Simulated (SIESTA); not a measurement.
## FePt in SIESTA: the effect of functional

Slab: FePt, a slab with vacuum.

```xyz
6
Lattice="2.7217 0.0000 0.0000 0.0000 2.7217 0.0000 0.0000 0.0000 24.2500" Properties=species:S:1:pos:R:3 pbc="T T T"
Fe    1.3608    1.3608    7.5000
Pt    0.0000    0.0000    9.3500
Fe    1.3608    1.3608   11.2000
Pt    0.0000    0.0000   13.0500
Fe    1.3608    1.3608   14.9000
Pt    0.0000    0.0000   16.7500
```

Alike in all runs:

- Program: SIESTA 5.4.2
- Task: single point
- Basis: DZP (energy shift 0.003 Ry; two zetas on semicore shells)
- Grid cutoff: 800 Ry
- Energy shift: 0.003 Ry
- k mesh: 7 × 7 × 1
- Occupations: fermi-dirac, width 0.05 eV
- Spin: collinear spin, ferromagnetic start
- Starting moments: [3.0, 0.0, 3.0, 0.0, 3.0, 0.0] μB

| functional | potentials or basis | moment (μB) | largest force (eV/Å) |
| --- | --- | --- | --- |
| LDA | PseudoDojo 0.4 standard (LDA files) | ? | ? |
| PBEsol | PseudoDojo 0.4 standard (PBEsol files) | 10.12 | 0.58 |
| AM05 | PseudoDojo 0.4 standard (PBEsol files) | 10.07 | 0.64 |
| WC | PseudoDojo 0.4 standard (PBEsol files) | 10.14 | 0.51 |
| PBE | PseudoDojo 0.4 standard (PBE files) | 10.14 | 0.49 |
| PW91 | PseudoDojo 0.4 standard (PBE files) | 10.17 | 0.49 |
| revPBE | PseudoDojo 0.4 standard (PBE files) | 10.16 | 0.48 |
| RPBE | PseudoDojo 0.4 standard (PBE files) | 10.16 | 0.48 |
| BLYP | PseudoDojo 0.4 standard (PBE files) | 10.03 | 0.50 |

What does the run with functional LDA give?

Moment 9.98 μB; largest force 0.90 eV/Å.

Caveats: the potentials were made for another functional, which shifts forces and pressure (some runs).
